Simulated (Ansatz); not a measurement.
# MoH+ (quintet): from Hartree-Fock to the top rungs, def2-QZVPP

The task here is to estimate one member of a computed series from the others.

The runs use Ansatz 0.2.0, Gaussian basis; def2-QZVPP, core rule «outside noble gas», up to 4 orbitals frozen.

The runs, in order: UHF; ROHF; CCSD(T) on UHF.

### The system

The geometry is a PBE0/def2-TZVP stationary point (not a proven minimum). No spin-orbit coupling is included. Elements past krypton take def2 core potentials.

2 atoms, charge 1, spin multiplicity 5.

Atoms are counted from 1 here; the program's logs count them from 0.

Bond lengths: Mo1–H2 1.666 Å.

The first run:

Contents of in.yaml:

```yaml
crystal:
  periodic: [false, false, false]
  atoms:
    - {symbol: Mo, position_ang: [0.000000, 0.000000, 0.000000]}
    - {symbol: H, position_ang: [0.000000, 0.000000, 1.666200]}
basis:
  gaussian: {orbitals: "def2-QZVPP.json"}
total_charge: 1
magnetization: {spin_polarized: true, initial_magnetization: 4}
hamiltonian: {xc: hf}
output: {orbitals: {seedname: orbitals}}
```

Launch:

```sh
$ ansatz run in.yaml --threads 1 --pin off --events-out ev --progress --plain --max-ram 4096MiB --backend cpu
```

Among the steps run: UHF; ROHF; CCSD(T) on UHF.

One table of the session follows, with a row left open; its other results are not shown here.

| method | from UCCSD(T) (kJ/mol) |
| --- | --- |
| ROHF | +322.3 |
| UHF | +299.6 |
| UMP2 | +50.2 |
| UCCSD | ? |
| UCCSD(T) | 0 |

**Question.** Estimate the row for UCCSD.

As computed: from UCCSD(T) (kJ/mol): +9.3. In the column «from UCCSD(T) (kJ/mol)» it lies between UCCSD(T) (0) and UMP2 (+50.2).
